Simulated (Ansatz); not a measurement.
# Li2FeF4: densities and their differences

Aim: see in Li2FeF4 how the density differs from that of free atoms, which states sit where, how the density follows a moved atom, where a hole goes and where an added electron goes. The geometry is as listed and is not relaxed.

Method: DFT PBEsol, scalar-relativistic, plane waves, PAW, in Ansatz 0.2.0.

## (1) The structure to begin with

Symmetry: I-4, No. 82, tetragonal system. The conventional cell has a = 4.886 Å, b = 4.886 Å, c = 8.356 Å, α = 90.00°, β = 90.00°, γ = 90.00°. Around Li (site symmetry -4) lie 4 F at 1.92 Å. Li (site symmetry -4) is surrounded by 4 F at 1.89 Å. Around Fe (site symmetry -4) lie 4 F at 2.01 Å. F (site symmetry 1) is surrounded by 2 Li at 1.89 to 1.92 Å and 1 Fe at 2.01 Å.

Structure file:

```xyz
7
Lattice="4.8863 0.0000 0.0000 0.0000 4.8863 0.0000 -2.4432 -2.4432 4.1781" Properties=species:S:1:pos:R:3 pbc="T T T"
Li    2.4432    2.4432    0.0000
Li    2.4432    0.0000    2.0890
Fe    0.0000    0.0000    0.0000
F     1.3734   -1.0023    3.2773
F     3.4454    3.8165    0.9008
F    -1.3734    1.0023    3.2773
F     1.4409    1.0698    0.9008
```

The structure comes from the Materials Project (structure only).

## (2) Self-consistent density

The input, input.yaml:

```yaml
crystal:
  lattice:
    - [4.886302, 0.0, 0.0]
    - [0.0, 4.886302, 0.0]
    - [-2.443151, -2.443151, 4.178071]
  atoms:
    - { symbol: Li, position: [0.5, 0.5, 0.0] }
    - { symbol: Li, position: [0.75, 0.25, 0.5] }
    - { symbol: Fe, position: [0.0, 0.0, 0.0], spin: 4.0 }
    - { symbol: F, position: [0.673273, 0.187084, 0.784409] }
    - { symbol: F, position: [0.812916, 0.888864, 0.215591] }
    - { symbol: F, position: [0.111136, 0.597325, 0.784409] }
    - { symbol: F, position: [0.402675, 0.326727, 0.215591] }
magnetization:
  spin_polarized: true
basis:
  ecutwfc: 420
  fft_grid_basis: typed
kpoints:
  mp_grid: { grid: [6, 6, 6] }
hamiltonian:
  xc: pbesol
  pseudopotentials: { kind: paw }
scf:
  occupations: { method: gaussian, width: 0.05 }
output:
  forces: true
  stress: true
  eigenvalues: true
  bader: true
  write_density: true
  volumetric_format: npy
  populations: true
  elf: true
```

Run with:

```sh
$ ansatz run input.yaml --threads 2 --pin off --max-ram 4096MiB --backend cpu --events-out ev --progress --plain --runs-dir out
```

## (4) Energy-resolved densities and projections

The windows are set from the levels of the base run, in eV from its Fermi level.

The input, input.yaml:

```yaml
crystal:
  lattice:
    - [4.886302, 0.0, 0.0]
    - [0.0, 4.886302, 0.0]
    - [-2.443151, -2.443151, 4.178071]
  atoms:
    - { symbol: Li, position: [0.5, 0.5, 0.0] }
    - { symbol: Li, position: [0.75, 0.25, 0.5] }
    - { symbol: Fe, position: [0.0, 0.0, 0.0], spin: 3.31 }
    - { symbol: F, position: [0.673273, 0.187084, 0.784409], spin: 0.06 }
    - { symbol: F, position: [0.812916, 0.888864, 0.215591], spin: 0.06 }
    - { symbol: F, position: [0.111136, 0.597325, 0.784409], spin: 0.06 }
    - { symbol: F, position: [0.402675, 0.326727, 0.215591], spin: 0.06 }
magnetization:
  spin_polarized: true
basis:
  ecutwfc: 420
  fft_grid_basis: typed
kpoints:
  mp_grid: { grid: [6, 6, 6] }
hamiltonian:
  xc: pbesol
  pseudopotentials: { kind: paw }
scf:
  occupations: { method: gaussian, width: 0.05 }
  n_extra_bands: 10
output:
  forces: true
  stress: false
  eigenvalues: true
  bader: false
  write_density: false
  volumetric_format: npy
  populations: true
  band_densities:
    - { e_range: [-0.7, -0.09] }
    - { e_range: [0.09, 0.7] }
    - { e_range: [-0.18, 0.16] }
    - { e_range: [-2.82, -2.11] }
    - { e_range: [-3.52, -3.3] }
    - { e_range: [-7.21, -4.65] }
  dos:
    e_range: [-30, 8]
    de: 0.02
    method: { smearing: { sigma: 0.03, scheme: gaussian } }
    projected: { site_lists: { F: [F], Fe: [Fe], Li: [Li] } }
checkpoint:
  read: start.run
  write: ck
  compress: false
  write_wavefunctions: false
  write_every: 100000
```

## (5) Moving F5 by 0.05 Å

The shift is (-0.014, 0.007, 0.048) Å; all periodic copies of the atom move with it.

The input, input.yaml:

```yaml
crystal:
  lattice:
    - [4.886302, 0.0, 0.0]
    - [0.0, 4.886302, 0.0]
    - [-2.443151, -2.443151, 4.178071]
  atoms:
    - { symbol: Li, position: [0.5, 0.5, 0.0] }
    - { symbol: Li, position: [0.75, 0.25, 0.5] }
    - { symbol: Fe, position: [0.0, 0.0, 0.0], spin: 3.31 }
    - { symbol: F, position: [0.673273, 0.187084, 0.784409], spin: 0.06 }
    - { symbol: F, position: [0.815753136, 0.8959357067, 0.2269696842], spin: 0.06 }
    - { symbol: F, position: [0.111136, 0.597325, 0.784409], spin: 0.06 }
    - { symbol: F, position: [0.402675, 0.326727, 0.215591], spin: 0.06 }
magnetization:
  spin_polarized: true
basis:
  ecutwfc: 420
  fft_grid_basis: typed
kpoints:
  mp_grid: { grid: [6, 6, 6] }
hamiltonian:
  xc: pbesol
  pseudopotentials: { kind: paw }
scf:
  occupations: { method: gaussian, width: 0.05 }
output:
  forces: true
  stress: true
  eigenvalues: true
  bader: true
  write_density: true
  volumetric_format: npy
  populations: true
```

## (6) Removing 0.25 electron a cell

A uniform background keeps the cell neutral, and the atoms stay fixed.

The input, input.yaml:

```yaml
crystal:
  lattice:
    - [4.886302, 0.0, 0.0]
    - [0.0, 4.886302, 0.0]
    - [-2.443151, -2.443151, 4.178071]
  atoms:
    - { symbol: Li, position: [0.5, 0.5, 0.0] }
    - { symbol: Li, position: [0.75, 0.25, 0.5] }
    - { symbol: Fe, position: [0.0, 0.0, 0.0], spin: 3.31 }
    - { symbol: F, position: [0.673273, 0.187084, 0.784409], spin: 0.06 }
    - { symbol: F, position: [0.812916, 0.888864, 0.215591], spin: 0.06 }
    - { symbol: F, position: [0.111136, 0.597325, 0.784409], spin: 0.06 }
    - { symbol: F, position: [0.402675, 0.326727, 0.215591], spin: 0.06 }
magnetization:
  spin_polarized: true
total_charge: 0.25
basis:
  ecutwfc: 420
  fft_grid_basis: typed
kpoints:
  mp_grid: { grid: [6, 6, 6] }
hamiltonian:
  xc: pbesol
  pseudopotentials: { kind: paw }
scf:
  occupations: { method: gaussian, width: 0.05 }
output:
  forces: true
  stress: true
  eigenvalues: true
  bader: true
  write_density: true
  volumetric_format: npy
  populations: true
```

## (7) Adding 0.25 electron a cell

A uniform background keeps the cell neutral, and the atoms stay fixed.

The input, input.yaml:

```yaml
crystal:
  lattice:
    - [4.886302, 0.0, 0.0]
    - [0.0, 4.886302, 0.0]
    - [-2.443151, -2.443151, 4.178071]
  atoms:
    - { symbol: Li, position: [0.5, 0.5, 0.0] }
    - { symbol: Li, position: [0.75, 0.25, 0.5] }
    - { symbol: Fe, position: [0.0, 0.0, 0.0], spin: 3.31 }
    - { symbol: F, position: [0.673273, 0.187084, 0.784409], spin: 0.06 }
    - { symbol: F, position: [0.812916, 0.888864, 0.215591], spin: 0.06 }
    - { symbol: F, position: [0.111136, 0.597325, 0.784409], spin: 0.06 }
    - { symbol: F, position: [0.402675, 0.326727, 0.215591], spin: 0.06 }
magnetization:
  spin_polarized: true
total_charge: -0.25
basis:
  ecutwfc: 420
  fft_grid_basis: typed
kpoints:
  mp_grid: { grid: [6, 6, 6] }
hamiltonian:
  xc: pbesol
  pseudopotentials: { kind: paw }
scf:
  occupations: { method: gaussian, width: 0.05 }
output:
  forces: true
  stress: true
  eigenvalues: true
  bader: true
  write_density: true
  volumetric_format: npy
  populations: true
```

(Steps that only read results are left out.)

What does the calculation give? Wanted: gap on the mesh; pressure; Bader charges; moment; the top of the valence band; the bottom of the conduction band; stiffness against the shift of F5.

**Answer**, as computed:

```
                         quantity                                   value
                  gap on the mesh                                 0.19 eV
                         pressure                                -4.7 GPa
                    Bader charges  Li +0.90 to +0.91, Fe +1.44, F -0.81 e
                           moment                            4.00 μB/cell
      the top of the valence band                            Fe 3d (90 %)
the bottom of the conduction band                            Fe 3d (90 %)
stiffness against the shift of F5                               4.6 eV/Å²
```

In words: In space (atomic cells sized by Bader volumes, not orbital character) the change of density that the hole brings, screening included, divides as F about 55 %, Fe about 45 % and Li little; this need not match the band edge's orbital character. In space (atomic cells sized by Bader volumes, not orbital character) the change of density that the added electron brings, screening included, divides as F about 55 %, Fe about 45 % and Li little; this need not match the band edge's orbital character. With one magnetic atom in the cell only ferromagnetic order fits, and no U was applied, so an antiferromagnetic state was not tested. Without a U such compounds often come out metallic though many are antiferromagnetic insulators.

In a charged cell the pressure and stress hold a term of the neutralising background, so they aren't those of the solid.
